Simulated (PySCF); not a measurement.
**NaHg: from the state search to spectroscopic constants**

One table from this session's results is given with a row withheld; the runs are named, their logs left out.

Method: Na def2-SVPD, Hg def2-SVPD with ECP60, scalar-relativistic core potentials; program: PySCF 2.14.0.

The first run:

The job is set up so:

```yaml
atoms: Na, Hg
charge: 0
basis: Na def2-SVPD, Hg def2-SVPD with ECP60
Hamiltonian: scalar-relativistic core potentials
basis_functions: 53
electrons_treated: 31
masses_in_u: 22.9898, 201.9706
levels: PBE0, PBE, r²SCAN, M06-2X, r²SCANh, B97-3, LC-ωPBE, HF, MP2, SCS-MP2, CCSD, CCSD(T)
grid: 80 radial by 434 angular points
occupations: held fixed by the projection of orbital angular momentum
dissociation_limit: Na + Hg, each in its ground configuration
starting_distance_in_angstrom: 2.950
values_of_2S_to_try: 1, 3
```

Started as:

```
> OMP_NUM_THREADS=1 python dia.py task.json out
```

Steps of the session up to this table: Input; PBE0 along the bond; Excited determinants; PBE; r²SCAN (meta-GGA); M06-2X (hybrid meta-GGA); r²SCANh; B97-3 (global hybrid GGA); LC-ωPBE (range-separated hybrid); UHF; MP2 and coupled cluster.

One of the session's tables, all rows but one given; the rest of the session is left out.

Energy (eV) from each level's lowest point:

```
R (Å)    UHF  UHF-MP2  UHF-SCS-MP2  UHF-CCSD  UHF-CCSD(T)
3.016  0.201    0.075        0.092       n/a          n/a
3.156  0.143    0.036        0.049     0.038        0.035
3.297  0.103    0.015        0.024     0.016        0.013
3.402  0.081    0.006        0.013     0.007        0.005
3.507      ?        ?            ?         ?            ?
3.612  0.050    0.000        0.002     0.000        0.000
3.752  0.036    0.001        0.000     0.000        0.001
3.928  0.023    0.004        0.000     0.003        0.005
4.138  0.011    0.008        0.002     0.007        0.010
4.419  0.000    0.015        0.004       n/a          n/a
```

Estimate the missing values for R (Å) = 3.507.

Worked estimate for «UHF». A straight line through the neighbours (3.402, 0.081) and (3.612, 0.050) gives 0.081 + (0.050 − 0.081) × (3.507 − 3.402) / (3.612 − 3.402) = 0.066; a parabola fitted to 4 rows on both sides gives 0.064.

**Answer.** UHF: 0.064; UHF-MP2: 0.002; UHF-SCS-MP2: 0.006; UHF-CCSD: 0.002; UHF-CCSD(T): 0.001. In «UHF» the line misses by +0.002 and the parabola by 0.000.

Caveats from the session: The bond is weak, and basis-set superposition, which was not computed, may be a sizeable part of it.
